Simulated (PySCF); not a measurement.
# C4H11GeNSi: excited states

Aim: compute the excited states of C4H11GeNSi (`CC[Si@H](N)C#[C][GeH3]`).

Computed with PySCF 2.14.0 and routines of our own; the level stands in each step. Atoms count from 0.

## 1. The starting structure

18 atoms, charge 0, multiplicity 1; geometry from: GFN2-xTB.

## 2. Excited states: TDA wB97X-D/def2-SVP

What the job is given:

```
{"job": {"kind": "states", "xc": "wB97X-D", "basis": "def2-SVP", "tda": true, "soc": true, "nstates": 6, "ntriplets": 5, "nquad": 4}, "charge": 0, "multiplicity": 1}
C     -1.978696     1.249322    -0.921822
C     -2.068573     0.109898     0.085020
Si    -0.681719    -1.170207    -0.145276
N     -0.846933    -2.319068     1.130344
C      0.968096    -0.359973     0.121283
C      2.031812     0.197722     0.276480
Ge     3.686516     1.070930     0.545624
H     -2.079918     0.874473    -1.938444
H     -2.762935     1.986068    -0.752499
H     -1.016882     1.751431    -0.841139
H     -3.044598    -0.370466    -0.007295
H     -2.019888     0.521727     1.094291
H     -0.690051    -1.712355    -1.518848
H     -0.127940    -3.011639     1.258514
H     -1.750866    -2.719456     1.320275
H      3.538653     2.525486     0.243690
H      4.720997     0.479243    -0.353910
H      4.114167     0.903182     1.965398
```

Method: TDA wB97X-D/def2-SVP excited states, vertical, gas phase, spin-orbit mean-field couplings.

Started as:

```sh
> OMP_NUM_THREADS=1 python excited_run.py task.json out
```

The driver reads the jobs from task.json and runs them one after another.

The log of the run:

```text
coarse grid: 66864 points
cycle   1  E = -2579.6731815258  dE = -1.811e-02  |g| = 5.871e-01  |ddm| = 4.350e+00
cycle   2  E = -2579.6986670282  dE = -2.549e-02  |g| = 5.248e-01  |ddm| = 1.020e+00
cycle   3  E = -2579.7461236447  dE = -4.746e-02  |g| = 5.310e-02  |ddm| = 5.000e-01
cycle   4  E = -2579.7464898667  dE = -3.662e-04  |g| = 3.908e-02  |ddm| = 8.368e-02
cycle   5  E = -2579.7468579604  dE = -3.681e-04  |g| = 1.001e-02  |ddm| = 3.939e-02
cycle   6  E = -2579.7468824688  dE = -2.451e-05  |g| = 2.317e-03  |ddm| = 1.214e-02
cycle   7  E = -2579.7468840184  dE = -1.550e-06  |g| = 5.620e-04  |ddm| = 3.484e-03
final grid: 139880 points
cycle   8  E = -2579.7465258958  dE = -1.555e-06  |g| = 9.415e-04  |ddm| = 4.540e-03
cycle   9  E = -2579.7465259336  dE = -3.772e-08  |g| = 8.684e-04  |ddm| = 1.824e-03
cycle  10  E = -2579.7465260227  dE = -8.914e-08  |g| = 8.048e-05  |ddm| = 6.917e-04
cycle  11  E = -2579.7465260237  dE = -1.015e-09  |g| = 7.047e-05  |ddm| = 1.340e-04
cycle  12  E = -2579.7465260250  dE = -1.291e-09  |g| = 1.258e-05  |ddm| = 7.332e-05
cycle  13  E = -2579.7465260251  dE = -6.457e-11  |g| = 4.480e-06  |ddm| = 2.072e-05
converged SCF energy = -2579.7465260251

Singlet excitations
state   eV       nm        f     d(h-e)  d(exc)  Lambda  PR(NTO)  |dmu|/D   mu/D   main configurations
  1   5.8130   213.3   0.00084   0.062   2.453   0.575   1.314    0.314    0.921   H-1->L 0.62, H-2->L 0.13, H-2->L+1 0.10
  2   6.0997   203.3   0.00213   0.046   2.516   0.647   2.014    0.144    1.183   H-2->L 0.37, H-1->L+1 0.34, H->L 0.09
  3   6.1634   201.2   0.00303   0.064   2.464   0.551   1.317    0.285    1.222   H-2->L+1 0.62, H-1->L 0.11, H->L+1 0.08
  4   6.5440   189.5   0.01286   1.773   3.323   0.435   1.058    6.192    7.250   H->L 0.71
  5   7.0325   176.3   0.01812   2.298   3.612   0.376   1.019                     H->L+1 0.73
  6   8.0243   154.5   0.13124   1.675   3.423   0.518   1.458                     H-3->L 0.59

Triplet excitations (Tamm-Dancoff)
state   eV     d(h-e)  d(exc)  Lambda  PR(NTO)   main configurations
  1   4.8795   0.026   2.244   0.643   1.965   H-2->L 0.37, H-1->L+1 0.28
  2   5.3467   0.042   2.340   0.570   1.682   H-1->L 0.49, H-2->L+1 0.20, H-2->L 0.12
  3   5.3776   0.021   2.325   0.652   1.962   H-1->L+1 0.40, H-2->L 0.29, H-2->L+1 0.09
  4   5.8898   0.036   2.431   0.556   1.692   H-2->L+1 0.50, H-1->L 0.20
  5   6.2462   1.438   3.142   0.427   1.031   H->L 0.68, H->L+3 0.14
S1 - T1 = 0.9336 eV

Spin-orbit couplings |<S|Hso|T>| (cm-1)
             T1       T2       T3       T4       T5
S0        0.356    1.419    1.724   17.839    8.074
S1        7.073    0.255   16.951    0.186    1.681
S2        1.350   39.826    1.463    9.824    1.727
S3        6.767    1.623   37.677    0.671    0.913
S4        1.499    6.534    1.824    0.693    1.507
S5        0.343    1.037    2.012    1.463   18.482
S6        1.369    4.339    3.559    1.296   10.968
T1 sublevels (cm-1): 0.000 0.000 0.193   radiative rates (1/s): 0.12 0.0458 0.097
```

Wall time 37 s (1 thread of Arm Neoverse V2, shared host); peak memory 0.85 GiB.

Key values:

```
  quantity    value
S1 less T1  0.93 eV
```

## 3. Excited states: TDDFT B3LYP/def2-SVPD

The job, as its differences from that of step 2:

```diff
@@ -1,2 +1,2 @@
-{"job": {"kind": "states", "xc": "wB97X-D", "basis": "def2-SVP", "tda": true, "soc": true, "nstates": 6, "ntriplets": 5, "nquad": 4}, "charge": 0, "multiplicity": 1}
+{"job": {"kind": "states", "xc": "B3LYP", "basis": "def2-SVPD", "tpa": true, "nstates": 6, "nquad": 5, "ntriplets": 0}, "charge": 0, "multiplicity": 1}
 C     -1.978696     1.249322    -0.921822
```

With the program's defaults for keys left out, this is: TDDFT B3LYP/def2-SVPD excited states, vertical, gas phase, two-photon moments by quadratic response.

The log of the run:

```text
coarse grid: 66864 points
cycle   1  E = -2579.7286508598  dE = -1.109e-01  |g| = 7.618e-01  |ddm| = 8.450e+00
cycle   2  E = -2579.6272084311  dE =  1.014e-01  |g| = 1.004e+00  |ddm| = 3.258e+00
cycle   3  E = -2579.8433600532  dE = -2.162e-01  |g| = 1.390e-01  |ddm| = 1.978e+00
cycle   4  E = -2579.8468366913  dE = -3.477e-03  |g| = 7.734e-02  |ddm| = 3.992e-01
cycle   5  E = -2579.8482156140  dE = -1.379e-03  |g| = 2.576e-02  |ddm| = 1.429e-01
cycle   6  E = -2579.8483593466  dE = -1.437e-04  |g| = 4.751e-03  |ddm| = 4.935e-02
cycle   7  E = -2579.8483651874  dE = -5.841e-06  |g| = 1.018e-03  |ddm| = 1.298e-02
final grid: 139880 points
cycle   8  E = -2579.8483281319  dE = -1.060e-07  |g| = 1.327e-03  |ddm| = 2.356e-02
cycle   9  E = -2579.8483276695  dE =  4.624e-07  |g| = 1.920e-03  |ddm| = 5.919e-03
cycle  10  E = -2579.8483285449  dE = -8.755e-07  |g| = 3.119e-04  |ddm| = 3.662e-03
cycle  11  E = -2579.8483285683  dE = -2.342e-08  |g| = 7.645e-05  |ddm| = 5.944e-04
cycle  12  E = -2579.8483285698  dE = -1.452e-09  |g| = 1.079e-05  |ddm| = 1.498e-04
cycle  13  E = -2579.8483285698  dE = -2.547e-11  |g| = 4.278e-06  |ddm| = 2.631e-05
converged SCF energy = -2579.8483285698

Singlet excitations
state   eV       nm        f     d(h-e)  d(exc)  Lambda  PR(NTO)  |dmu|/D   mu/D   delta(TPA)   sigma/GM   main configurations
  1   5.6373   219.9   0.00327   0.337   3.119   0.498   1.142    1.069    1.843        6.21      0.072   H-1->L 0.53, H->L 0.32
  2   5.7175   216.9   0.00833   1.277   3.406   0.487   1.221    4.137    5.018        4.51      0.054   H->L 0.56, H-1->L 0.26
  3   5.9112   209.7   0.00847   0.821   3.279   0.437   1.190    2.854    3.727       16.26      0.208   H->L+1 0.49, H-2->L+1 0.39
  4   5.9274   209.2   0.00383   0.251   2.982   0.673   1.973    0.764    1.635        9.10      0.117   H-2->L 0.44, H-1->L+1 0.35
  5   6.1067   203.0   0.00375   1.590   3.613   0.462   1.120    5.383    6.269       12.54      0.171   H-2->L+1 0.43, H->L+1 0.43
  6   6.6345   186.9   0.00964   2.145   4.665   0.247   1.045                                            H->L+2 0.59, H->L+3 0.34
```

Wall time 56 s (1 thread of Arm Neoverse V2, shared host); peak memory 1 GiB.

## 4. Outcome

| quantity | value |
| --- | --- |
| S1 less T1 (step 2, TDA wB97X-D/def2-SVP) | 0.93 eV |

**Reading.** Scalar relativity is left out for the heavy atoms. In step 2, the number of triplets below S1 is 3, and the largest singlet-triplet spin-orbit coupling is S2–T2, 39.83 cm⁻¹. Steps that list no spin-orbit terms leave them out, which matters at and beside the heavy atoms.
